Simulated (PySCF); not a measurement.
# SiOMgSH4 in PySCF: notebook

The runs below take SiOMgSH4 through G0W0 quasiparticle levels, excitation energies (Tamm-Dancoff), with PBE0.

Program: PySCF 2.14.0. These are calculated values, not measurements. Logs are shortened: lines on timing, memory, paths and dates and some standing lists are left out, and cuts for length are marked.

### Step 1. The cell of the first run

The cell holds a molecule in a box, 8 atoms: a = 12.000 Å, b = 16.000 Å, c = 13.000 Å, α = 90.00°, β = 90.00°, γ = 90.00°.

### Step 2. G0W0 quasiparticle levels, PBE0 (atoms moved at random, drawn with an rms of 0.05 Å)

run.py

```python
import json
import numpy as np
from pyscf.pbc import gto, scf, dft, df
from pyscf.pbc.tools import pyscf_ase
from ase.io import read

atoms = read('MgSiH4SO.cif')
cell = pyscf_ase.cell_from_ase(atoms)
cell.basis = 'pob-tzvp-rev2'
cell.exp_to_discard = 0
cell.precision = 1e-08
cell.max_memory = 2520  # MB
cell.verbose = 4
cell.build()

res = {}
kpts = cell.make_kpts([1, 1, 1])
mf = dft.KRKS(cell, kpts, xc='pbe0', exxdiv='ewald')
mf = mf.density_fit()
mf.with_df._cderi = 'cderi.h5'  # three-centre integrals saved by an earlier run on this cell, basis and mesh
mf.conv_tol = 1e-08
mf.max_cycle = 60

mf.kernel()
res.update(converged=bool(mf.converged), e_tot=mf.e_tot, nelec=cell.nelectron, nao=cell.nao, mesh=list(map(int, cell.mesh)), a=cell.lattice_vectors().tolist(), coords=cell.atom_coords().tolist(),
           mo_energy=[np.real(x).tolist() for x in mf.mo_energy], mo_occ=[np.real(x).tolist() for x in mf.mo_occ])
import h5py
print('fit functions by k pair:', sorted({v['0'].shape[0] for v in h5py.File(mf.with_df._cderi)['j3c'].values()}))
res.update(kpts=cell.get_scaled_kpts(kpts).tolist())
res['parts'] = {k: float(np.real(v)) for k, v in mf.scf_summary.items() if np.isscalar(v)}
json.dump(res, open('results.json', 'w'))
if not mf.converged:
    raise SystemExit('SCF not converged')

print('levels (eV)')
for i, kp in enumerate(res['kpts'][:40]):
    print('k %7.4f %7.4f %7.4f  ' % tuple(kp), ' '.join('%.3f' % (x * 27.211386) for x in res['mo_energy'][i][:32]))

# Mulliken populations
dm, s = np.asarray(mf.make_rdm1()), np.asarray(mf.get_ovlp())
sites = cell.aoslice_by_atom()[:, 2:]
tot = np.einsum('kij,kji->i', dm, s).real / len(kpts)
res['mulliken'] = [cell.atom_charge(i) - tot[a0:a1].sum() for i, (a0, a1) in enumerate(sites)]
print('Mulliken charges', np.round(res['mulliken'], 5))

from pyscf.pbc.gw.krgw_ac import KRGWAC
gw = KRGWAC(mf, frozen=12)
gw.fc = True
orbs = list(range(24, 30))
gw.kernel(orbs=orbs)
res['orbs'] = orbs
res['qp'] = np.asarray(gw.mo_energy).real.tolist()
res['done'] = True
json.dump(res, open('results.json', 'w'))
```

MgSiH4SO.cif

```cif
data_MgSiH4SO
_cell_length_a 12.00000000
_cell_length_b 16.00000000
_cell_length_c 13.00000000
_cell_angle_alpha 90.00000000
_cell_angle_beta 90.00000000
_cell_angle_gamma 90.00000000
_space_group_name_H-M_alt 'P1'
_space_group_name_Hall 'P 1'
_space_group_IT_number 1
loop_
_space_group_symop_operation_xyz
'x,y,z'
loop_
_atom_site_label
_atom_site_type_symbol
_atom_site_symmetry_multiplicity
_atom_site_Wyckoff_symbol
_atom_site_fract_x
_atom_site_fract_y
_atom_site_fract_z
_atom_site_occupancy
Si1 Si 1 a 0.5086990000 0.6484480000 0.4886460000 1
O1 O 1 a 0.4993850000 0.5535070000 0.5265600000 1
Mg1 Mg 1 a 0.4924080000 0.4444730000 0.5717630000 1
S1 S 1 a 0.4863960000 0.3130320000 0.6273830000 1
H1 H 1 a 0.4893550000 0.6551140000 0.3781370000 1
H2 H 1 a 0.4279530000 0.7039240000 0.5419720000 1
H3 H 1 a 0.6182020000 0.6851230000 0.5158370000 1
H4 H 1 a 0.3871370000 0.2995240000 0.5923680000 1
```

Potentials or basis: pob-tzvp-rev2 (all-electron).

Started as:

```
$ OMP_NUM_THREADS=2 python -u run.py > log
```

Output:

```text
Discarded 0 diffused primitive functions, 0 contracted functions

PySCF version 2.14.0

[INPUT] verbose = 4
[INPUT] num. atoms = 8
[INPUT] num. electrons = 54
[INPUT] charge = 0
[INPUT] spin (= nelec alpha-beta = 2S) = 0
[INPUT] symmetry False subgroup None
[INPUT] Mole.unit = angstrom
[INPUT] Symbol           X                Y                Z      unit          X                Y                Z       unit  Magmom
[INPUT]  1 Si     6.104388000000  10.375168000000   6.352398000000 AA   11.535621478081  19.606226016351  12.004292454235 Bohr   0.0
[INPUT]  2 O      5.992620000000   8.856112000000   6.845280000000 AA   11.324410568591  16.735626208474  12.935704445963 Bohr   0.0
[INPUT]  3 Mg     5.908896000000   7.111568000000   7.432919000000 AA   11.166195138538  13.438915836221  14.046181216076 Bohr   0.0
[INPUT]  4 S      5.836752000000   5.008512000000   8.155979000000 AA   11.029862737007   9.464715971598  15.412566587704 Bohr   0.0
[INPUT]  5 H      5.872260000000  10.481824000000   4.915781000000 AA   11.096963132238  19.807776645893   9.289479778341 Bohr   0.0
[INPUT]  6 H      5.135436000000  11.262784000000   7.045636000000 AA    9.704567570232  21.283577160133  13.314322413376 Bohr   0.0
[INPUT]  7 H      7.418424000000  10.961968000000   6.705881000000 AA   14.018789635900  20.715117306246  12.672278513924 Bohr   0.0
[INPUT]  8 H      4.645644000000   4.792384000000   7.700784000000 AA    8.778994832229   9.056293243748  14.552372704433 Bohr   0.0

nuclear repulsion = 60.1987396423396
number of shells = 52
number of NR pGTOs = 186
number of NR cGTOs = 100
basis = pob-tzvp-rev2
ecp = {}
lattice vectors  a1 [22.676713495, 0.000000000, 0.000000000]
                 a2 [0.000000000, 30.235617993, 0.000000000]
                 a3 [0.000000000, 0.000000000, 24.566439619]
dimension = 3
low_dim_ft_type = None
Cell volume = 16843.8
exp_to_discard = 0
rcut = 21.10297247177899 (nimgs = [1 1 1])
precision = 1e-08
pseudo = None
ke_cutoff = 3343404.0436524525
    = [18667 24889 20223] mesh (9395665720749 PWs)

******** <class 'pyscf.pbc.dft.krks.KRKS'> ********
method = KRKS
initial guess = minao
damping factor = 0
level_shift factor = 0
DIIS = <class 'pyscf.scf.diis.CDIIS'>
diis_start_cycle = 1
diis_space = 8
diis_damp = 0
SCF conv_tol = 1e-08
SCF conv_tol_grad = None
SCF max_cycles = 60
direct_scf = True
direct_scf_tol = 1e-13

******** PBC SCF flags ********
N kpts = 1
Exchange divergence treatment (exxdiv) = ewald
    madelung (= occupied orbital energy shift) = 0.10812078601908215
    Total energy shift due to Ewald probe charge = -1/2 * Nelec*madelung = -2.91926122252
DF object = <pyscf.pbc.df.df.GDF object>
XC functionals = pbe0
small_rho_cutoff = 0
radial grids:
    Treutler-Ahlrichs [JCP 102, 346 (1995); DOI:10.1063/1.469408] (M4) radial grids

becke partition: Becke, JCP 88, 2547 (1988); DOI:10.1063/1.454033
pruning grids: <function nwchem_prune>
grids dens level: 3
symmetrized grids: False
atomic radii adjust function: <function treutler_atomic_radii_adjust>
Set gradient conv threshold to 0.0001

******** <class 'pyscf.pbc.df.rsdf_builder._RSNucBuilder'> ********
mesh = [43 57 47] (115197 PWs)
ke_cutoff = 16.92809565338868
omega = 0.5174598520920043
exclude_d_aux = False
exclude_dd_block = True
j2c_eig_always = False
has_long_range = True
tot grids = 109954
cell vol = 16843.8429  sum(weights) = 16728.7569
nelec by numeric integration = 53.99999489022561
init E= -966.804246144615
  HOMO = -0.267091948871  LUMO = -0.00675378303551  gap/eV = 7.08416
nelec by numeric integration = 53.99999730835681
cycle= 1 E= -964.839600624394  delta_E= 1.96  |g|= 0.946  |ddm|= 11.8
  HOMO = -0.117728190546  LUMO = 0.040443387046  gap/eV = 4.30407
nelec by numeric integration = 53.99999698150161
cycle= 2 E= -964.512032427924  delta_E= 0.328  |g|= 1.58  |ddm|= 1.41
  HOMO = -0.240522428508  LUMO = 0.016685337922  gap/eV = 6.99898
nelec by numeric integration = 53.99999732787352
cycle= 3 E= -964.985641140957  delta_E= -0.474  |g|= 0.171  |ddm|= 0.975
  HOMO = -0.255906179219  LUMO = 0.0295867737704  gap/eV = 7.76866
nelec by numeric integration = 53.999997362883576
cycle= 4 E= -964.991093243637  delta_E= -0.00545  |g|= 0.0429  |ddm|= 0.171
  HOMO = -0.248113394749  LUMO = 0.0288891742551  gap/eV = 7.53762
nelec by numeric integration = 53.99999736141139
cycle= 5 E= -964.99147338267  delta_E= -0.00038  |g|= 0.0114  |ddm|= 0.0575
  HOMO = -0.250277497514  LUMO = 0.0287958183425  gap/eV = 7.59397
nelec by numeric integration = 53.999997363790825
cycle= 6 E= -964.991495764792  delta_E= -2.24e-05  |g|= 0.00155  |ddm|= 0.0132
  HOMO = -0.249966035159  LUMO = 0.0288076283523  gap/eV = 7.58582
nelec by numeric integration = 53.999997364338
cycle= 7 E= -964.991496380122  delta_E= -6.15e-07  |g|= 0.000273  |ddm|= 0.0021
  HOMO = -0.249988323879  LUMO = 0.0288196243148  gap/eV = 7.58675
nelec by numeric integration = 53.99999736439118
cycle= 8 E= -964.991496400628  delta_E= -2.05e-08  |g|= 3.98e-05  |ddm|= 0.000368
  HOMO = -0.249992041022  LUMO = 0.0288169966267  gap/eV = 7.58678
nelec by numeric integration = 53.99999736441272
cycle= 9 E= -964.991496401005  delta_E= -3.77e-10  |g|= 1.08e-05  |ddm|= 4.23e-05
  HOMO = -0.249990189442  LUMO = 0.0288181281885  gap/eV = 7.58676
nelec by numeric integration = 53.99999736441278
Extra cycle  E= -964.991496400997  delta_E= 8.19e-12  |g|= 1.29e-05  |ddm|= 1.48e-05
converged SCF energy = -964.991496400997
fit functions by k pair: [676]
levels (eV)
k  0.0000  0.0000  0.0000   -2420.324 -1801.262 -1277.383 -520.860 -217.508 -161.117 -160.994 -160.904 -144.308 -98.937 -98.905 -98.899 -86.236 -51.551 -51.529 -51.353 -25.438 -19.684 -13.970 -10.840 -10.543 -9.747 -9.558 -7.841 -7.519 -7.380 -6.803 0.784 2.188 3.068 3.377 3.503
Mulliken charges [ 0.71879 -0.89505  1.05745 -0.3114  -0.15566 -0.15498 -0.15583 -0.10331]

******** <class 'pyscf.pbc.gw.krgw_ac.KRGWAC'> ********
method = KRGWAC
GW nocc = 15, nvir = 73, nkpts = 1
frozen orbitals = 12
orbital list = [24, 25, 26, 27, 28, 29]
off-diagonal self-energy = False
GW density matrix = False
density-fitting for exchange = False
outcore for self-energy= False
finite size corrections = True
grids for finite size corrections = False
broadening parameter = 5.000e-03
number of grids = 100
analytic continuation method = pade
imaginary frequency cutoff = 5.0
Pade points = 18
Pade step ratio = 0.667
use perturbative linearized QP eqn = False
QPE max iter = 100
QPE tolerance = 1.0e-06

WARN: GW QP energies may not be sorted from min to max
```

It took 2.1 min on 2 threads of Intel Xeon at 2.50GHz (Skylake/Cascade Lake), shared host; peak memory 1.9 GiB.

What came out:

```
Free energy                                       : -26258.7563 eV
Gap between the frontier levels, mean-field level : 7.59 eV
Mulliken charges                                  : Si +0.72; O -0.90; Mg +1.06; S -0.31; H -0.16, -0.15, -0.10 e
Quasiparticle gap                                 : 11.45 eV
```

Caveat: the basis is small and the box finite, so much correlation energy is missing and levels can be off by tenths of an eV; Mulliken charges move with the basis; this is a molecule in a periodic box at the Γ point, so its band gap is the HOMO-LUMO gap; total energy, band gap and charges are those of the mean-field reference; the basis of atomic orbitals isn't converged, which shifts pressures, moduli and gaps.

### Step 3. Excitation energies (Tamm-Dancoff), PBE0 (atoms moved at random, drawn with an rms of 0.05 Å)

run.py: that of step 2 with these lines changed.

```diff
@@ -45,9 +45,9 @@
 
-from pyscf.pbc.gw.krgw_ac import KRGWAC
-gw = KRGWAC(mf, frozen=12)
-gw.fc = True
-orbs = list(range(24, 30))
-gw.kernel(orbs=orbs)
-res['orbs'] = orbs
-res['qp'] = np.asarray(gw.mo_energy).real.tolist()
+from pyscf.pbc import tdscf
+td = tdscf.KTDA(mf)
+td.nstates = 5
+td.kshift_lst = [0]
+td.conv_tol = 1e-5
+td.kernel()
+res.update(excitations=np.real(td.e[0]).tolist(), post_converged=bool(np.all(td.converged)))
 res['done'] = True
```

MgSiH4SO.cif is that of step 2.

Potentials or basis: pob-tzvp-rev2 (all-electron).

Started as:

```
$ OMP_NUM_THREADS=2 python -u run.py > log
```

Output:

```text
Discarded 0 diffused primitive functions, 0 contracted functions

PySCF version 2.14.0

[INPUT] verbose = 4
[INPUT] num. atoms = 8
[INPUT] num. electrons = 54
[INPUT] charge = 0
[INPUT] spin (= nelec alpha-beta = 2S) = 0
[INPUT] symmetry False subgroup None
[INPUT] Mole.unit = angstrom
[INPUT] Symbol           X                Y                Z      unit          X                Y                Z       unit  Magmom
[INPUT]  1 Si     6.104388000000  10.375168000000   6.352398000000 AA   11.535621478081  19.606226016351  12.004292454235 Bohr   0.0
[INPUT]  2 O      5.992620000000   8.856112000000   6.845280000000 AA   11.324410568591  16.735626208474  12.935704445963 Bohr   0.0
[INPUT]  3 Mg     5.908896000000   7.111568000000   7.432919000000 AA   11.166195138538  13.438915836221  14.046181216076 Bohr   0.0
[INPUT]  4 S      5.836752000000   5.008512000000   8.155979000000 AA   11.029862737007   9.464715971598  15.412566587704 Bohr   0.0
[INPUT]  5 H      5.872260000000  10.481824000000   4.915781000000 AA   11.096963132238  19.807776645893   9.289479778341 Bohr   0.0
[INPUT]  6 H      5.135436000000  11.262784000000   7.045636000000 AA    9.704567570232  21.283577160133  13.314322413376 Bohr   0.0
[INPUT]  7 H      7.418424000000  10.961968000000   6.705881000000 AA   14.018789635900  20.715117306246  12.672278513924 Bohr   0.0
[INPUT]  8 H      4.645644000000   4.792384000000   7.700784000000 AA    8.778994832229   9.056293243748  14.552372704433 Bohr   0.0

nuclear repulsion = 60.1987396423396
number of shells = 52
number of NR pGTOs = 186
number of NR cGTOs = 100
basis = pob-tzvp-rev2
ecp = {}
lattice vectors  a1 [22.676713495, 0.000000000, 0.000000000]
                 a2 [0.000000000, 30.235617993, 0.000000000]
                 a3 [0.000000000, 0.000000000, 24.566439619]
dimension = 3
low_dim_ft_type = None
Cell volume = 16843.8
exp_to_discard = 0
rcut = 21.10297247177899 (nimgs = [1 1 1])
precision = 1e-08
pseudo = None
ke_cutoff = 3343404.0436524525
    = [18667 24889 20223] mesh (9395665720749 PWs)

******** <class 'pyscf.pbc.dft.krks.KRKS'> ********
method = KRKS
initial guess = minao
damping factor = 0
level_shift factor = 0
DIIS = <class 'pyscf.scf.diis.CDIIS'>
diis_start_cycle = 1
diis_space = 8
diis_damp = 0
SCF conv_tol = 1e-08
SCF conv_tol_grad = None
SCF max_cycles = 60
direct_scf = True
direct_scf_tol = 1e-13

******** PBC SCF flags ********
N kpts = 1
Exchange divergence treatment (exxdiv) = ewald
    madelung (= occupied orbital energy shift) = 0.10812078601908215
    Total energy shift due to Ewald probe charge = -1/2 * Nelec*madelung = -2.91926122252
DF object = <pyscf.pbc.df.df.GDF object>
XC functionals = pbe0
small_rho_cutoff = 0
radial grids:
    Treutler-Ahlrichs [JCP 102, 346 (1995); DOI:10.1063/1.469408] (M4) radial grids

becke partition: Becke, JCP 88, 2547 (1988); DOI:10.1063/1.454033
pruning grids: <function nwchem_prune>
grids dens level: 3
symmetrized grids: False
atomic radii adjust function: <function treutler_atomic_radii_adjust>
Set gradient conv threshold to 0.0001

******** <class 'pyscf.pbc.df.rsdf_builder._RSNucBuilder'> ********
mesh = [43 57 47] (115197 PWs)
ke_cutoff = 16.92809565338868
omega = 0.5174598520920043
exclude_d_aux = False
exclude_dd_block = True
j2c_eig_always = False
has_long_range = True
tot grids = 109954
cell vol = 16843.8429  sum(weights) = 16728.7569
nelec by numeric integration = 53.99999489022561
init E= -966.804246144615
  HOMO = -0.267091948871  LUMO = -0.00675378303551  gap/eV = 7.08416
nelec by numeric integration = 53.99999730835681
cycle= 1 E= -964.839600624394  delta_E= 1.96  |g|= 0.946  |ddm|= 11.8
  HOMO = -0.117728190546  LUMO = 0.040443387046  gap/eV = 4.30407
nelec by numeric integration = 53.99999698150161
cycle= 2 E= -964.512032427923  delta_E= 0.328  |g|= 1.58  |ddm|= 1.41
  HOMO = -0.240522428508  LUMO = 0.016685337922  gap/eV = 6.99898
nelec by numeric integration = 53.999997327873515
cycle= 3 E= -964.985641140958  delta_E= -0.474  |g|= 0.171  |ddm|= 0.975
  HOMO = -0.255906179219  LUMO = 0.0295867737705  gap/eV = 7.76866
nelec by numeric integration = 53.99999736288358
cycle= 4 E= -964.991093243637  delta_E= -0.00545  |g|= 0.0429  |ddm|= 0.171
  HOMO = -0.248113394749  LUMO = 0.0288891742551  gap/eV = 7.53762
nelec by numeric integration = 53.99999736141139
cycle= 5 E= -964.991473382671  delta_E= -0.00038  |g|= 0.0114  |ddm|= 0.0575
  HOMO = -0.250277497514  LUMO = 0.0287958183425  gap/eV = 7.59397
nelec by numeric integration = 53.99999736379083
cycle= 6 E= -964.991495764793  delta_E= -2.24e-05  |g|= 0.00155  |ddm|= 0.0132
  HOMO = -0.249966035159  LUMO = 0.0288076283523  gap/eV = 7.58582
nelec by numeric integration = 53.999997364338014
cycle= 7 E= -964.991496380122  delta_E= -6.15e-07  |g|= 0.000273  |ddm|= 0.0021
  HOMO = -0.249988323879  LUMO = 0.0288196243147  gap/eV = 7.58675
nelec by numeric integration = 53.99999736439118
cycle= 8 E= -964.991496400628  delta_E= -2.05e-08  |g|= 3.98e-05  |ddm|= 0.000368
  HOMO = -0.249992041022  LUMO = 0.0288169966266  gap/eV = 7.58678
nelec by numeric integration = 53.999997364412735
cycle= 9 E= -964.991496401005  delta_E= -3.77e-10  |g|= 1.08e-05  |ddm|= 4.23e-05
  HOMO = -0.249990189442  LUMO = 0.0288181281885  gap/eV = 7.58676
nelec by numeric integration = 53.999997364412785
Extra cycle  E= -964.991496400998  delta_E= 7.73e-12  |g|= 1.29e-05  |ddm|= 1.48e-05
converged SCF energy = -964.991496400998
fit functions by k pair: [676]
levels (eV)
k  0.0000  0.0000  0.0000   -2420.324 -1801.262 -1277.383 -520.860 -217.508 -161.117 -160.994 -160.904 -144.308 -98.937 -98.905 -98.899 -86.236 -51.551 -51.529 -51.353 -25.438 -19.684 -13.970 -10.840 -10.543 -9.747 -9.558 -7.841 -7.519 -7.380 -6.803 0.784 2.188 3.068 3.377 3.503
Mulliken charges [ 0.71879 -0.89505  1.05745 -0.3114  -0.15566 -0.15498 -0.15583 -0.10331]

******** <class 'pyscf.pbc.tdscf.krks.TDA'> for <class 'pyscf.pbc.dft.krks.KRKS'> ********
nstates = 5 singlet
deg_eia_thresh = 1.000e-03
kshift_lst = [0]
wfnsym = None
conv_tol = 1e-05
eigh lindep = 1e-12
eigh level_shift = 0
eigh max_cycle = 100

nelec by numeric integration = 53.999997364412785

******** <class 'pyscf.pbc.df.rsdf_builder._RSNucBuilder'> ********
mesh = [43 57 47] (115197 PWs)
ke_cutoff = 16.92809565338868
omega = 0.5174598520920043
exclude_d_aux = False
exclude_dd_block = True
j2c_eig_always = False
has_long_range = True
kshift = 0  Excited State energies (eV)
[6.13105942 6.80495522 6.90145438 7.34024064 7.66680731]
```

Run time: 4.1 min. Hardware: 2 threads of Intel Xeon at 2.50GHz (Skylake/Cascade Lake), shared host; peak memory 1.9 GiB.

What came out:

- Free energy: -26258.7563 eV
- Gap between the frontier levels: 7.59 eV
- Mulliken charges: Si +0.72; O -0.90; Mg +1.06; S -0.31; H -0.16, -0.15, -0.10 e

Lowest excitation energies (eV): 6.13, 6.80, 6.90, 7.34, 7.67

Caveat: the basis is small and the box finite, so much correlation energy is missing and levels can be off by tenths of an eV; Mulliken charges move with the basis; the iterative solver can pass over a root and still report convergence; this is a molecule in a periodic box at the Γ point, so its band gap is the HOMO-LUMO gap; total energy, band gap and charges are those of the mean-field reference; the basis of atomic orbitals isn't converged, which shifts pressures, moduli and gaps.
